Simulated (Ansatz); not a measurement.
# C2H7AlF2O: the cost of one run

Program: Ansatz 0.2.0. Level of theory: UKS B3LYP-D4/STO-3G. These are calculated values, not measurements.

**1. The structure to begin with**

Bond lengths: Al1–F2 2.111 Å, Al1–C3 1.968 Å, Al1–F4 1.643 Å, Al1–O6 2.178 Å, O6–C7 1.393 Å, C3–H8 1.089 Å, C3–H9 1.089 Å, C3–H10 1.090 Å, C7–H11 1.095 Å, C7–H12 1.092 Å, C7–H13 1.096 Å. Angles (14 of 19 angles, heavy atoms first): F2–Al1–C3 113.8°, F2–Al1–F4 105.0°, F2–Al1–O6 67.5°, C3–Al1–F4 132.1°, C3–Al1–O6 110.5°, F4–Al1–O6 109.5°, Al1–O6–C7 165.0°, Al1–C3–H8 108.4°, Al1–C3–H9 113.8°, Al1–C3–H10 111.6°, O6–C7–H11 111.0°, O6–C7–H12 109.4°, O6–C7–H13 109.7°, H8–C3–H9 107.8°.

Coordinates:

```xyz
13

Al   -0.4897    0.3534    1.1821
F     1.3427    1.3738    0.9421
C    -2.0156    1.2461    0.3165
F    -0.3473   -0.4490    2.6091
H     1.3940    0.4135    0.2165
O     0.7957   -0.5785   -0.3088
C     1.4395   -1.4746   -1.1586
H    -1.6988    1.5919   -0.6664
H    -2.3898    2.1075    0.8673
H    -2.8528    0.5632    0.1759
H     2.2719   -1.9704   -0.6483
H     0.7287   -2.2352   -1.4898
H     1.8214   -0.9417   -2.0375
```

**2. Run 1**

150 steps of 0.5 fs at constant energy, with velocities drawn for 1000 K.

File input.yaml:

```yaml
crystal:
  periodic: [false, false, false]
  atoms:
    - { symbol: Al, position_ang: [-0.4897, 0.3534, 1.1821] }
    - { symbol: F, position_ang: [1.3427, 1.3738, 0.9421] }
    - { symbol: C, position_ang: [-2.0156, 1.2461, 0.3165] }
    - { symbol: F, position_ang: [-0.3473, -0.449, 2.6091] }
    - { symbol: H, position_ang: [1.394, 0.4135, 0.2165] }
    - { symbol: O, position_ang: [0.7957, -0.5785, -0.3088] }
    - { symbol: C, position_ang: [1.4395, -1.4746, -1.1586] }
    - { symbol: H, position_ang: [-1.6988, 1.5919, -0.6664] }
    - { symbol: H, position_ang: [-2.3898, 2.1075, 0.8673] }
    - { symbol: H, position_ang: [-2.8528, 0.5632, 0.1759] }
    - { symbol: H, position_ang: [2.2719, -1.9704, -0.6483] }
    - { symbol: H, position_ang: [0.7287, -2.2352, -1.4898] }
    - { symbol: H, position_ang: [1.8214, -0.9417, -2.0375] }
magnetization:
  spin_polarized: true
basis:
  gaussian: { orbitals: STO-3G }
hamiltonian:
  xc: b3lyp
  dispersion: d4
md:
  timestep: 0.5
  n_steps: 150
  ensemble: nve
  temperature: 1000.0
  initial_velocities: maxwell_boltzmann
  seed: 171093
```

On the command line:

```console
ansatz run input.yaml --threads 1 --pin off --max-ram 2048MiB --backend cpu --events-out ev --progress --plain --runs-dir out
```

**Question.** How long does this run take on 1 thread of Intel Xeon Platinum 8488C (Sapphire Rapids), shared host, and how much memory does it need?

About 12 min, with a peak of 0.2 GiB.
